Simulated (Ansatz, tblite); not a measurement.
# The cluster B₅Cl₃: a ladder of methods and basis sets

Aim: run the singlet of the cluster B₅Cl₃ at one geometry on many levels, and compare frontier levels, spin and run time.

Computed with Ansatz 0.2.0, Gaussian basis. Level: as each input shows.

Levels to be run: GFN1-xTB, GFN2-xTB, PBE-D4/def2-TZVP, r2SCAN-D4/def2-TZVP, LC-ωPBE/def2-TZVP, CAM-B3LYP-D4/def2-TZVP, ωB97X-V/def2-TZVP, PBE-D4/def2-SVP, PBE0-D4/def2-SVP, HF/STO-3G, CCSD(T)/def2-SVP, MP2/def2-TZVP.

4 further runs of the same task are left out: 4 set aside as unsound or not needed. Runs told in other sessions of the task aren't counted.

### 1 The structure

The geometry is that of the singlet, from an earlier relaxation (B3LYP-D4/def2-SVP). At that level it is the lowest of the isomers that a small search found.

8 atoms, charge 0, spin multiplicity 1.

Bond lengths: B1–B3 1.712 Å, B1–B5 1.591 Å, B1–Cl6 1.752 Å, B2–B3 1.521 Å, B2–Cl8 1.692 Å, B3–B4 1.699 Å, B3–B5 1.708 Å, B4–B5 1.558 Å, B4–Cl7 1.722 Å. Angles: B3–B1–B5 62.2°, B3–B1–Cl6 153.1°, B5–B1–Cl6 144.8°, B3–B2–Cl8 179.6°, B1–B3–B2 78.7°, B1–B3–B4 109.8°, B1–B3–B5 55.4°, B2–B3–B4 171.4°, B2–B3–B5 134.2°, B4–B3–B5 54.4°, B3–B4–B5 63.1°, B3–B4–Cl7 135.0°, B5–B4–Cl7 161.9°, B1–B5–B3 62.4°, B1–B5–B4 124.9°, B3–B5–B4 62.5°.

PBE0-D4/def2-TZVP was run before; its log isn't repeated, and its numbers join the tables.

### 2 GFN1-xTB

Tight binding, by tblite at 300 K electronic temperature and without a spin-polarisation term:

```python
tblite.interface.Calculator('GFN1-xTB', numbers, positions, charge=0, uhf=0).singlepoint()
```

Energy -539.9320 eV, HOMO -10.57 eV, LUMO -8.50 eV; 0.007 s.

### 3 GFN2-xTB

Tight binding, by tblite at 300 K electronic temperature and without a spin-polarisation term:

```python
tblite.interface.Calculator('GFN2-xTB', numbers, positions, charge=0, uhf=0).singlepoint()
```

Energy -537.9640 eV, HOMO -9.47 eV, LUMO -7.77 eV; 0.01 s.

### 4 PBE-D4/def2-TZVP

start.molden holds the orbitals of an earlier run on this state, given as this run's starting guess.

File in.yaml:

```yaml
crystal:
  periodic: [false, false, false]
  atoms:
    - {symbol: B, position_ang: [-0.007150, 1.041543, -0.574289]}
    - {symbol: B, position_ang: [0.136304, 0.500003, 1.403331]}
    - {symbol: B, position_ang: [0.001472, -0.466026, 0.236892]}
    - {symbol: B, position_ang: [-0.141682, -1.728294, -0.891135]}
    - {symbol: B, position_ang: [-0.131750, -0.276719, -1.455739]}
    - {symbol: Cl, position_ang: [0.057252, 2.791939, -0.618766]}
    - {symbol: Cl, position_ang: [-0.200470, -3.446329, -0.794213]}
    - {symbol: Cl, position_ang: [0.286014, 1.583882, 2.693919]}
basis:
  gaussian: {orbitals: def2-TZVP, initial_orbitals: start.molden}
hamiltonian: {xc: pbe, dispersion: d4}
scf: {omitted_lower_state_checks: [starts]}
output: {forces: true, orbitals: {seedname: orbitals}}
```

Command:

```console
$ ansatz run in.yaml --threads 4 --pin off --events-out ev --progress --plain --max-ram 4787MiB
```

After this run come: r2SCAN-D4/def2-TZVP; LC-ωPBE/def2-TZVP; CAM-B3LYP-D4/def2-TZVP; ωB97X-V/def2-TZVP; PBE-D4/def2-SVP; PBE0-D4/def2-SVP; HF/STO-3G; CCSD(T)/def2-SVP; MP2/def2-TZVP.

Before running them: what should the planned runs give, taken together? Wanted: gap in def2-TZVP, named functionals, smallest and largest; correlation energy, CCSD(T)/def2-SVP; correlation energy, MP2/def2-TZVP; binding an atom, CCSD(T)/def2-SVP; PBE0 total energy, smallest basis above largest.

The runs gave:

```
                                                 quantity                                value
gap in def2-TZVP, named functionals, smallest and largest  2.11 eV (PBE-D4), 8.42 eV (LC-ωPBE)
                     correlation energy, CCSD(T)/def2-SVP                            -24.40 eV
                        correlation energy, MP2/def2-TZVP                            -28.17 eV
                        binding an atom, CCSD(T)/def2-SVP                             3.904 eV
          PBE0 total energy, smallest basis above largest       16.27 eV (def2-SVP, def2-TZVP)
```

Over the named functionals in def2-TZVP the gap runs from 2.11 eV (PBE-D4) to 8.42 eV (LC-ωPBE); exact exchange widens it. A small miss in a minimal or small basis is a cancelling of errors, not accuracy. The functionals in def2-TZVP miss CCSD(T)/def2-SVP by +0.159 (CAM-B3LYP-D4) to +0.483 eV (PBE-D4) an atom. The yardstick is in a double-zeta basis, so levels in larger sets aren't compared like for like. The reference is CCSD(T) in one finite basis, so it carries an error of its own, often a tenth of an eV or more, and near misses can't be ranked.
